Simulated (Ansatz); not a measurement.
The system is VAu.

```xyz
2
Lattice="1.4104 0.8143 4.6111 -1.4104 0.8143 4.6111 0.0000 -1.6286 4.6111" Properties=species:S:1:pos:R:3 pbc="T T T"
Au    0.0000    0.0000    0.0000
V     0.0000    0.0000    6.9166
```

The cell comes from a database or a generator and needn't be the stable form of this composition.

```yaml
Program: Ansatz 0.2.0
Task: relaxation of cell and atoms
Functional: r2SCAN
Potentials_or_basis: Ansatz PAW
Cutoff: "500 eV (not typed: the program's choice for these potentials)"
k_mesh: 11 × 11 × 11
Occupations: fermi-dirac, width 0.05 eV
Spin: collinear spin, ferromagnetic start
Starting_moments: "[0.0, 2.0] μB"
```

At the start: volume 15.89 Å³/atom.

Task: How do energy, volume and symmetry change on relaxing?

Result: It ends after 5 steps and the volume is 16.35 Å³/atom (+2.9 %); space group R-3m (No. 166, to 0.05 Å); moment 2.16 μB per cell.

The path:
```tsv
step	energy change (eV)	largest force (eV/Å)	volume (Å³)
1	0.0000	0.0000	31.77
2	-0.0474	0.0000	33.17
3	-0.0514	0.0000	32.73
4	-0.0515	0.0000	32.70
5	-0.0522	0.0000	32.70
```

Final structure:
```yaml
crystal:
  lattice:
    - [1.45576, 0.84048, 4.45383]
    - [-1.45576, 0.84048, 4.45383]
    - [0.00000, -1.68096, 4.45383]
  atoms:
    - { symbol: Au, position: [0.00000, 0.00000, 0.00000] }
    - { symbol: V, position: [0.50000, 0.50000, 0.50000] }
```

Caveat: the magnetic or orbital state may not be the lowest; the plane-wave basis is chosen anew once the cell has moved, so the energies of steps on either side of that aren't comparable; the PAW data sets come from PBE, with cores solved anew for the run's functional, which leaves a small shift of forces and pressure.
